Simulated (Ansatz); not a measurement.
# Hf9CrW6: the cost of one run

All numbers below are computed with Ansatz 0.2.0 (DFT PBEsol, scalar-relativistic, plane waves, PAW).

## 1. The starting structure

The cell holds 16 atoms (CrHf9W6): a = 6.774 Å, b = 6.774 Å, c = 6.774 Å, α = 90.00°, β = 90.00°, γ = 90.00°.

The sites of an ideal bcc lattice, at a guessed lattice constant, take 6 W, 1 Cr, 9 Hf (sublattices apart by semicolons), with a shake of 0.02 Å. Warren-Cowley parameters of the first shell (negative: unlike neighbours preferred): Cr-Hf -0.11, Cr-W +0.00, Hf-W +0.00. In a cell this small the draw can fall short of the order aimed at.

Coordinates:

```
Cr Hf W
1.0
     6.77444    0.00000    0.00000
     0.00000    6.77444    0.00000
     0.00000    0.00000    6.77444
Cr Hf W
1 9 6
Direct
  0.49664 0.99994 0.00537
  0.00036 0.50211 0.00238
  0.99595 0.00128 0.50123
  0.24916 0.24539 0.25477
  0.50338 0.50448 0.99637
  0.24642 0.75041 0.25935
  0.24974 0.24975 0.75009
  0.50040 0.50130 0.49945
  0.74670 0.25242 0.74585
  0.25003 0.75145 0.75018
  0.00207 0.00471 0.00186
  0.50071 0.99897 0.49651
  0.74581 0.24905 0.25022
  0.00253 0.50636 0.50045
  0.75269 0.74754 0.25497
  0.74946 0.75274 0.75025
```

## 2. Relaxation without symmetry, coarse mesh

Cell and atoms move without symmetry, on a coarse mesh with loose thresholds.

input.yaml reads:

```yaml
crystal:
  lattice:
    - [6.77444272, 0.0, 0.0]
    - [0.0, 6.77444272, 0.0]
    - [0.0, 0.0, 6.77444272]
  atoms:
    - { symbol: Cr, position: [0.4966390139, 0.9999395582, 0.0053677119], spin: -3.0 }
    - { symbol: Hf, position: [0.0003609442, 0.5021084858, 0.0023806651] }
    - { symbol: Hf, position: [0.9959525249, 0.0012842586, 0.501232466] }
    - { symbol: Hf, position: [0.2491627886, 0.2453939286, 0.2547698013] }
    - { symbol: Hf, position: [0.5033783418, 0.504476037, 0.9963723037] }
    - { symbol: Hf, position: [0.2464226737, 0.7504120124, 0.2593532504] }
    - { symbol: Hf, position: [0.2497362398, 0.2497491144, 0.750086343] }
    - { symbol: Hf, position: [0.5003965686, 0.5013034157, 0.4994490978] }
    - { symbol: Hf, position: [0.7467029678, 0.2524183689, 0.745845737] }
    - { symbol: Hf, position: [0.2500262205, 0.7514467013, 0.7501848871] }
    - { symbol: W, position: [0.0020671338, 0.004712567, 0.0018649921] }
    - { symbol: W, position: [0.5007080429, 0.9989681984, 0.4965056007] }
    - { symbol: W, position: [0.7458106443, 0.2490522942, 0.2502165197] }
    - { symbol: W, position: [0.0025343259, 0.5063648567, 0.5004541197] }
    - { symbol: W, position: [0.7526940345, 0.7475421706, 0.2549669098] }
    - { symbol: W, position: [0.7494612836, 0.752735556, 0.7502451046] }
  symmetry: { detect: false }
basis:
  ecutwfc: 420
kpoints:
  mp_grid: { grid: [2, 2, 2], shift: [0.5, 0.5, 0.5] }
hamiltonian:
  xc: pbesol
scf:
  occupations: { method: gaussian, width: 0.1 }
  lower_state_search: "off"
output:
  forces: true
  stress: true
  eigenvalues: true
  populations: true
magnetization:
  spin_polarized: true
relax:
  adjacent_minimum: "off"
  f_tol: 0.04
  max_steps: 50
  cell: { stress_tol: 0.3 }
```

On the command line:

```sh
ansatz run input.yaml --threads 4 --pin off --max-ram 9216MiB --backend cpu --events-out ev --progress --plain --runs-dir out
```

Q: Estimate wall time and peak memory on 4 threads of Intel Xeon Platinum 8175M at 2.50GHz (Skylake/Cascade Lake), shared host.

About 5.8 min, with a peak of 1.7 GiB.
